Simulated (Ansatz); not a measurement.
# C2H4NOSi (SMILES C[SiH]N=C=O): USVWN5/def2-SVP

What is the vertical doublet–quartet gap of C2H4NOSi at USVWN5/def2-SVP? 

The calculation is run with Ansatz 0.2.0.

104 further runs of the same task are left out: 104 set aside as unsound or not needed.

## 1. The system as given

C2H4NOSi: 9 atoms, total charge 0, spin state doublet. As SMILES, `C[SiH]N=C=O`. The coordinates come from a PBE0-D4/def2-TZVP relaxation. This is one conformer, not always the lowest.

Bond lengths: C1–Si2 1.865 Å, Si2–N3 1.715 Å, N3–C4 1.195 Å, C4–O5 1.166 Å, C1–H6 1.094 Å, C1–H7 1.091 Å, C1–H8 1.092 Å, Si2–H9 1.490 Å. Some angles: C1–Si2–N3 109.4°, Si2–N3–C4 161.1°, N3–C4–O5 178.3°, C1–Si2–H9 111.9°, N3–Si2–H9 107.3°, Si2–C1–H6 110.2°, Si2–C1–H7 111.1°, Si2–C1–H8 110.1°, H6–C1–H7 108.5°, H6–C1–H8 108.5°.

## 2. A single-point energy at USVWN5/def2-SVP

run.yaml reads:

```yaml
crystal:
  periodic: [false, false, false]
  atoms:
    - {symbol: C, position_ang: [-0.230800, 0.936500, 1.233300]}
    - {symbol: Si, position_ang: [-0.019100, 0.717300, -0.606900]}
    - {symbol: "N", position_ang: [0.147000, -0.951200, -0.966600]}
    - {symbol: C, position_ang: [-0.027700, -2.022300, -1.465700]}
    - {symbol: O, position_ang: [-0.174100, -3.081100, -1.930900]}
    - {symbol: H, position_ang: [0.625000, 0.510600, 1.765400]}
    - {symbol: H, position_ang: [-1.138100, 0.442600, 1.585600]}
    - {symbol: H, position_ang: [-0.298200, 1.998600, 1.479400]}
    - {symbol: H, position_ang: [1.204500, 1.402700, -1.110500]}
basis:
  gaussian:
    orbitals: def2-SVP
hamiltonian:
  xc: {name: SVWN5}
magnetization:
  spin_polarized: true
  initial_magnetization: 1
accuracy: high
output: {orbitals: {seedname: orbitals}}
```

On the command line:

```bash
$ ansatz run run.yaml --threads 1 --pin off --max-ram 3480MiB --events-out events.jsonl --progress --plain --runs-dir runs
```

What it wrote:

```text
Warning: RAYON_NUM_THREADS=1 ignored (pool sized by the plan → 1); use --threads N
Functional definition: SVWN5
  name "SVWN5"
  exchange = slater_x
  correlation = vwn5_c
2091 factors; integrals over basis functions are off by at most 3.8e-9 eV
mean field evaluation 1: about -13456.4883 eV, gradient 5.4e1 eV
mean field evaluation 2: about -13428.2725 eV, gradient 8.9e1 eV
mean field evaluation 4: about -13469.1031 eV, gradient 8.0e0 eV
mean field evaluation 8: about -13469.4016 eV, gradient 2.3e-1 eV
mean field evaluation 16: about -13469.3939 eV, gradient 6.9e-5 eV
mean field -13469.39387259 eV, -494.9910949348 hartree, gradient 3.1e-8 eV, S^2 0.750941; 0 other end points of the search recorded, 0 dependent functions left out
reference -13469.39387552 eV, -494.9910950423 hartree; 23, 22 occupied and 71, 72 virtual orbitals, 2091 factors
Total energy: -13469.39387552 eV, -494.9910950423 hartree
```

It took 6.6 s on 1 thread of Arm Neoverse V1, shared host; peak memory 0.27 GiB.

## 3. The quartet, same level

in.yaml reads:

```yaml
crystal:
  periodic: [false, false, false]
  atoms:
    - {symbol: C, position_ang: [-0.230800, 0.936500, 1.233300]}
    - {symbol: Si, position_ang: [-0.019100, 0.717300, -0.606900]}
    - {symbol: "N", position_ang: [0.147000, -0.951200, -0.966600]}
    - {symbol: C, position_ang: [-0.027700, -2.022300, -1.465700]}
    - {symbol: O, position_ang: [-0.174100, -3.081100, -1.930900]}
    - {symbol: H, position_ang: [0.625000, 0.510600, 1.765400]}
    - {symbol: H, position_ang: [-1.138100, 0.442600, 1.585600]}
    - {symbol: H, position_ang: [-0.298200, 1.998600, 1.479400]}
    - {symbol: H, position_ang: [1.204500, 1.402700, -1.110500]}
basis:
  gaussian:
    orbitals: def2-SVP
magnetization:
  spin_polarized: true
  initial_magnetization: 3
hamiltonian:
  xc: {name: SVWN5}
accuracy: high
output:
  orbitals: {seedname: orbitals}
```

On the command line:

```bash
$ ansatz run in.yaml --threads 1 --pin off --max-ram 3480MiB --events-out events.jsonl --progress --plain --runs-dir runs
```

What it wrote:

```text
Warning: RAYON_NUM_THREADS=1 ignored (pool sized by the plan → 1); use --threads N
Functional definition: SVWN5
  name "SVWN5"
  exchange = slater_x
  correlation = vwn5_c
2091 factors; integrals over basis functions are off by at most 3.8e-9 eV
mean field evaluation 1: about -13449.5271 eV, gradient 5.2e1 eV
mean field evaluation 2: about -13397.6142 eV, gradient 1.0e2 eV
mean field evaluation 4: about -13460.1744 eV, gradient 1.9e1 eV
mean field evaluation 8: about -13462.7966 eV, gradient 1.2e0 eV
mean field evaluation 16: about -13462.7988 eV, gradient 8.8e-4 eV
mean field evaluation 32: about -13461.6826 eV, gradient 6.4e0 eV
mean field evaluation 64: about -13462.6912 eV, gradient 1.4e0 eV
mean field -13462.79876806 eV, -494.7487293134 hartree, gradient 9.3e-8 eV, S^2 3.751859; 6 other end points of the search recorded, 0 dependent functions left out
reference -13462.79877110 eV, -494.7487294253 hartree; 24, 21 occupied and 70, 73 virtual orbitals, 2091 factors
Total energy: -13462.79877110 eV, -494.7487294253 hartree
```

Run time: 11 s. Hardware: 1 thread of Arm Neoverse V1, shared host; peak memory 0.28 GiB.

## 4. What came out

At USVWN5/def2-SVP:

```
                                        quantity          value
                           doublet: total energy  -494.99110 Eh
     doublet: HOMO energy (highest over α and β)       -4.74 eV
      doublet: LUMO energy (lowest over α and β)       -3.59 eV
                                   doublet: ⟨S²⟩          0.751
                           quartet: total energy  -494.74873 Eh
     quartet: HOMO energy (highest over α and β)       -0.75 eV
                                   quartet: ⟨S²⟩          3.752
vertical energy of the quartet above the doublet       6.595 eV
```

In words: At this shape the quartet lies 6.60 eV (636 kJ/mol) above the doublet.
